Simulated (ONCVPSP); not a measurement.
# Pseudopotential generation for oxygen: ONCV, PBE

Do these settings give a usable potential? It is generated, then checked for transferability, scattering, ghosts and hardness.

Program: ONCVPSP 4.0.1. Reference atom: PBE, scalar-relativistic, spherical and spin-unpolarised. All values are calculated.

## (1) Starting point

The settings as typed:

```json
{"element": "oxygen (O, Z = 8)", "type": "optimised norm-conserving Vanderbilt (ONCV)", "frozen core": "[He]", "valence charge": "6", "reference configuration": "2s2 2p2 (charge +2)", "partial waves": "2s: rc 0.75 bohr, ncon 4, nbas 8, qcut 8.4 1/bohr, local; 2p: rc 1.65 bohr, ncon 4, nbas 8, qcut 9.8 1/bohr, 1 projector", "local potential": "the s channel", "core correction": "Teter function, fcfact 3.75, rcfact 1.82"}
```

## (2) Generating the potential

The input, O.dat:

```
# ATOM AND REFERENCE CONFIGURATION
# atsym  z   nc   nv     iexc    psfile
  O 8.00    1    2        4      upf
#
#   n    l    f
    1    0    2.00
    2    0    2.00
    2    1    2.00
#
# PSEUDOPOTENTIAL AND OPTIMIZATION
# lmax
    1
#
#   l,   rc,      ep,       ncon, nbas, qcut
    0    0.75    0.00    4    8    8.40
    1    1.65    0.00    4    8    9.80
#
# LOCAL POTENTIAL
# lloc, lpopt,  rc(5),   dvloc0
    0    5    0.75    0.00
#
# VANDERBILT-KLEINMAN-BYLANDER PROJECTORs
# l, nproj, debl
    0    0    3.30
    1    1    0.40
#
# MODEL CORE CHARGE
# icmod, fcfact, rcfact
    3    3.75    1.82
#
# LOG DERIVATIVE ANALYSIS
# epsh1, epsh2, depsh
   -4.00    5.00    0.02
#
# OUTPUT GRID
# rlmax, drl
    6.00    0.01
#
# TEST CONFIGURATIONS
# ncnf
    4
# nvcnf
#   n    l    f
    2
    2    0    2.00
    2    1    4.00
#
    2
    2    0    2.00
    2    1    3.00
#
    2
    2    0    2.00
    2    1    1.00
#
    2
    2    0    1.00
    2    1    4.00
#
```

Command:

```console
$ oncvpsp.x < O.dat > O.out
```

Before running it: what results should come out? Wanted: cutoffs for 1 and 0.1 mHa per electron, occupied waves; bound ghosts; GHOST(+) flags; largest test error; largest phase difference near zero energy, channels read; rms error of d²Exc/dn², without and with the model core.

As calculated:

```
                                                quantity                  value
  cutoffs for 1 and 0.1 mHa per electron, occupied waves       68 Ha and 260 Ha
                                            bound ghosts             none found
                                          GHOST(+) flags     none at low energy
                            largest test error (AE − PS)  +248 meV, for 2s1 2p4
largest phase difference near zero energy, channels read              0.106 rad
 rms error of d²Exc/dn², without and with the model core      3.83 and 2.66 mHa
```

By total energies transferability is poor: the largest error is 248 meV on 18.4 eV, for 2s1 2p4. The potential is very hard: the looser tolerance needs 68 Ha. The tighter tolerance needs 260 Ha, and converged work needs a cutoff nearer that. At the looser tolerance the 2s wave is the slowest; 2p needs 30 Ha. The program's ghost test flags no bound state. Near zero energy the largest phase difference among the channels read is 0.11 rad, in the p channel.
